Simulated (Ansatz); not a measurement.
# C2H8FInSe: up Jacob's ladder to CCSD(T)

An exercise on one series of results from a longer session: the logs are not shown, and one member is left open.

The runs use Ansatz 0.2.0, Gaussian basis; functionals in def2-TZVPP, the program's frozen cores in correlated methods.

Plan: LDA (SPW92), PBE-D4, revPBE-D4, BLYP-D4, r2SCAN-D4, B97M-V, PBE0-D4, B3LYP-D4, r2SCANh-D4, r2SCAN0-D4, HSE06-D4, BHLYP-D4, CAM-B3LYP-D4, LC-ωPBE, ωB97X-V, ωB97M-V, B2PLYP, PBE-QIDH; CCSD(T)/def2-SVP; MP2/def2-TZVPP; MP2/def2-QZVPP; RPA on PBE.

**Structure used throughout**

An earlier PBE0-D4 in a triple-zeta def2 set relaxation fixed the geometry. In takes the def2 core potential; no spin-orbit term is included.

SMILES `[CH3][In-]([CH3])([F])[SeH2+]`, 13 atoms, charge 0, spin multiplicity 1.

Atoms are counted from 1 here; the program's logs count them from 0.

Bond lengths: C1–In2 2.136 Å, C1–H6 1.090 Å, C1–H7 1.091 Å, C1–H8 1.091 Å, In2–C3 2.138 Å, In2–F4 2.030 Å, In2–Se5 2.994 Å, C3–H9 1.091 Å, C3–H10 1.091 Å, C3–H11 1.090 Å, Se5–H12 1.468 Å, Se5–H13 1.487 Å. Angles: In2–C1–H6 108.6°, In2–C1–H7 110.4°, In2–C1–H8 110.8°, H6–C1–H7 108.9°, H6–C1–H8 109.5°, H7–C1–H8 108.6°, C1–In2–C3 142.3°, C1–In2–F4 107.6°, C1–In2–Se5 100.9°, C3–In2–F4 107.6°, C3–In2–Se5 100.9°, F4–In2–Se5 75.0°, In2–C3–H9 110.7°, In2–C3–H10 110.8°, In2–C3–H11 108.5°, H9–C3–H10 108.5°, H9–C3–H11 108.9°, H10–C3–H11 109.5° and more.

Coordinates:

```mol
C2H8FInSe
  3D, bonds by distance, orders not assigned

 13 12  0  0  0  0  0  0  0  0999 V2000
   -2.0733   -0.7842    0.6972 C   0  0
   -0.3340   -0.0299   -0.2874 In  0  0
    1.2560   -0.6104   -1.5928 C   0  0
   -0.5292    1.9862   -0.4185 F   0  0
    1.2112    1.0489    2.0386 Se  0  0
   -2.5474    0.0333    1.2406 H   0  0
   -2.7813   -1.1812   -0.0318 H   0  0
   -1.8095   -1.5797    1.3949 H   0  0
    0.8602   -1.0412   -2.5137 H   0  0
    1.8996   -1.3493   -1.1139 H   0  0
    1.8408    0.2757   -1.8407 H   0  0
    2.4520    1.1080    1.2562 H   0  0
    0.5755    2.0889    1.1861 H   0  0
  1  2  8  0
  2  3  8  0
  2  4  8  0
  2  5  8  0
  1  6  8  0
  1  7  8  0
  1  8  8  0
  3  9  8  0
  3 10  8  0
  3 11  8  0
  5 12  8  0
  5 13  8  0
M  END
```

Set-up of the first run:

The input, in.yaml:

```yaml
crystal:
  periodic: [false, false, false]
  atoms:
    - {symbol: C, position_ang: [-2.073334, -0.784154, 0.697174]}
    - {symbol: In, position_ang: [-0.334028, -0.029874, -0.287365]}
    - {symbol: C, position_ang: [1.255994, -0.610387, -1.592846]}
    - {symbol: F, position_ang: [-0.529231, 1.986181, -0.418477]}
    - {symbol: Se, position_ang: [1.211194, 1.048940, 2.038648]}
    - {symbol: H, position_ang: [-2.547365, 0.033274, 1.240552]}
    - {symbol: H, position_ang: [-2.781335, -1.181223, -0.031763]}
    - {symbol: H, position_ang: [-1.809512, -1.579658, 1.394872]}
    - {symbol: H, position_ang: [0.860165, -1.041248, -2.513662]}
    - {symbol: H, position_ang: [1.899621, -1.349342, -1.113877]}
    - {symbol: H, position_ang: [1.840801, 0.275677, -1.840730]}
    - {symbol: H, position_ang: [2.452032, 1.108038, 1.256220]}
    - {symbol: H, position_ang: [0.575498, 2.088878, 1.186054]}
basis:
  gaussian: {orbitals: def2-TZVPP}
hamiltonian: {xc: lda}
output: {orbitals: {seedname: orbitals}}
```

Run with:

```
$ ansatz run in.yaml --threads 4 --pin off --events-out ev --progress --plain --max-ram 11315MiB
```

Among the steps run: LDA; PBE-D4 (GGA); revPBE-D4 (GGA); BLYP-D4 (GGA); r2SCAN-D4 (meta-GGA); B97M-V (meta-GGA); PBE0-D4 (hybrid); B3LYP-D4 (hybrid); r2SCANh-D4 (hybrid); r2SCAN0-D4 (hybrid); HSE06-D4 (hybrid); BHLYP-D4 (hybrid); CAM-B3LYP-D4 (range-separated); LC-ωPBE (range-separated); ωB97X-V (range-separated); ωB97M-V (range-separated); B2PLYP (double hybrid); PBE-QIDH (double hybrid).

One of the session's tables, all rows but one given; the rest of the session is left out.

It belongs to the step «Orbital energies across the functionals». 

| functional | HOMO (eV) | gap (eV) |
| --- | --- | --- |
| LDA (SPW92) | -6.50 | 5.07 |
| PBE-D4 | ? | ? |
| revPBE-D4 | -6.21 | 5.02 |
| BLYP-D4 | -6.15 | 4.93 |
| r2SCAN-D4 | -6.54 | 5.54 |
| B97M-V | -6.57 | 5.46 |
| PBE0-D4 | -7.50 | 7.10 |
| B3LYP-D4 | -7.28 | 6.60 |
| r2SCANh-D4 | -6.99 | 6.31 |
| r2SCAN0-D4 | -7.67 | 7.45 |
| HSE06-D4 | -7.11 | 6.33 |
| BHLYP-D4 | -8.57 | 8.97 |
| CAM-B3LYP-D4 | -8.82 | 9.36 |
| LC-ωPBE | -10.17 | 11.79 |
| ωB97X-V | -9.79 | 11.28 |
| ωB97M-V | -9.68 | 10.74 |

Q: Estimate the row for PBE-D4 from the others.

The run gave: HOMO (eV): -6.29; gap (eV): 5.02. In the column «HOMO (eV)» it lies between LDA (SPW92) (-6.50) and revPBE-D4 (-6.21).
